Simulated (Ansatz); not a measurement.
# C2H6BN (SMILES [BH3-][N+]#CC): a rigid scan of the angle H6–B1–N2

How does the energy rise as the angle H6–B1–N2 leaves its equilibrium value, and do density functionals follow CCSD(T)? No other atom is relaxed.

Method: single points in def2-TZVPP; program: Ansatz 0.2.0, Gaussian basis.

Levels: PBE-D4, r2SCAN-D4, PBE0-D4, B3LYP-D4, wB97M-V, Hartree-Fock, MP2, CCSD, CCSD(T). The scan takes 87.7, 92.2, 96.7, 101.2, 105.7, 110.2, 114.7, 119.2, 123.7°.

Correlated methods freeze the cores. B3LYP uses VWN-RPA correlation.

36 further runs of the same task are left out: 36 set aside as unsound or not needed.

### 1 Starting geometry

SMILES `[BH3-][N+]#CC`, 10 atoms, charge 0, spin multiplicity 1.

Atoms are counted from 1 here; the program's logs count them from 0.

Bond lengths: B1–N2 1.425 Å, B1–H5 1.217 Å, B1–H6 1.248 Å, B1–H7 1.211 Å, N2–C3 1.132 Å, C3–C4 1.520 Å, C4–H8 1.078 Å, C4–H9 1.146 Å, C4–H10 1.159 Å. Angles: N2–B1–H5 112.6°, N2–B1–H6 110.8°, N2–B1–H7 112.3°, H5–B1–H6 106.3°, H5–B1–H7 108.6°, H6–B1–H7 105.8°, B1–N2–C3 178.9°, N2–C3–C4 175.5°, C3–C4–H8 111.5°, C3–C4–H9 108.3°, C3–C4–H10 104.6°, H8–C4–H9 114.1°, H8–C4–H10 112.4°, H9–C4–H10 105.4°.

As a file:

```
B    -0.9949    1.2413   -1.1943
N    -0.2954    0.3454   -0.3341
C     0.2611   -0.3809    0.3328
C     1.1082   -1.2954    1.2026
H    -1.6428    0.6612   -2.0456
H    -1.8080    1.9330   -0.5469
H    -0.2535    2.0275   -1.7410
H     2.0601   -1.5075    0.7436
H     1.1855   -0.8277    2.2465
H     0.4627   -2.2480    1.3394
```

### 2 A first relaxation in a small basis

Input file pre/in.yaml:

```yaml
crystal:
  periodic: [false, false, false]
  atoms:
    - {symbol: B, position_ang: [-0.994900, 1.241300, -1.194300]}
    - {symbol: N, position_ang: [-0.295400, 0.345400, -0.334100]}
    - {symbol: C, position_ang: [0.261100, -0.380900, 0.332800]}
    - {symbol: C, position_ang: [1.108200, -1.295400, 1.202600]}
    - {symbol: H, position_ang: [-1.642800, 0.661200, -2.045600]}
    - {symbol: H, position_ang: [-1.808000, 1.933000, -0.546900]}
    - {symbol: H, position_ang: [-0.253500, 2.027500, -1.741000]}
    - {symbol: H, position_ang: [2.060100, -1.507500, 0.743600]}
    - {symbol: H, position_ang: [1.185500, -0.827700, 2.246500]}
    - {symbol: H, position_ang: [0.462700, -2.248000, 1.339400]}
basis:
  gaussian: {orbitals: def2-SVP}
hamiltonian: {xc: pbe, dispersion: d4}
relax: {f_tol: 0.03, max_steps: 250}
```

The command line of these runs was not kept.

Further steps of the session: Finding the minimum; The minimum at every level; H6–B1–N2 = 87.7°; H6–B1–N2 = 92.2°; H6–B1–N2 = 96.7°; H6–B1–N2 = 101.2°; H6–B1–N2 = 105.7°; H6–B1–N2 = 110.2°; H6–B1–N2 = 114.7°; H6–B1–N2 = 119.2°; H6–B1–N2 = 123.7°.

Before running it: what results should come out? Wanted: highest point, CCSD(T); lowest point, CCSD(T); minimum along the scan, CCSD(T); RMS deviation from CCSD(T); largest T1 diagnostic.

**Answer**, as computed:

| quantity | value |
| --- | --- |
| highest point, CCSD(T) | 276 meV at 87.7° |
| lowest point, CCSD(T) | 0 meV at 105.7° |
| minimum along the scan, CCSD(T) | 105.5° |
| curvature there | 1.59 meV/deg² |
| RMS deviation from CCSD(T) | PBE-D4 19, r2SCAN-D4 10, PBE0-D4 9, B3LYP-D4 10, wB97M-V 5, Hartree-Fock 22, MP2 5, CCSD 3 meV |
| largest T1 diagnostic | 0.013 |

In words: A polynomial through the near points puts the CCSD(T) minimum 0.2° below the PBE0-D4 value. Curvature against CCSD(T): PBE-D4 -12 %, Hartree-Fock +14 %. The curve of CCSD lies nearest to CCSD(T), that of Hartree-Fock farthest.
